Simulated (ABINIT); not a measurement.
Crystal: GaGe3.

```
Ge Ga
1.0
     4.27847    0.00000    0.00000
     0.00000    4.27847    0.00000
     0.00000    0.00000    4.27847
Ge Ga
3 1
Direct
  0.50000 0.50000 0.00000
  0.50000 0.00000 0.50000
  0.00000 0.50000 0.50000
  0.00000 0.00000 0.00000
```

The cell comes from a database or a generator and needn't be the stable form of this composition.

Base run:

| Quantity | Value |
| --- | --- |
| Program | ABINIT 10.8.3 (patched build) |
| Functional | r2SCAN |
| Potentials or basis | JTH PAW PBE v2.0 |
| Cutoff | 707 eV |
| k mesh | 6 × 6 × 6 |
| Occupations | fermi-dirac, width 0.05 eV |
| Spin | no spin polarisation |

Its results: band gap on the k mesh none (metal or under the smearing width); pressure -2.0 GPa.

Q: The run is repeated on the same cell with these changes: functional from r2SCAN to PBE; cutoff from 707 eV to 599 eV; fine-grid cutoff from 1306.15 eV to 1197.3 eV. What comes out?

A: Band gap on the k mesh none (metal or under the smearing width); pressure -0.4 GPa.

Caveats: the PAW data sets were made with another functional, which shifts forces and pressure a little (some runs).
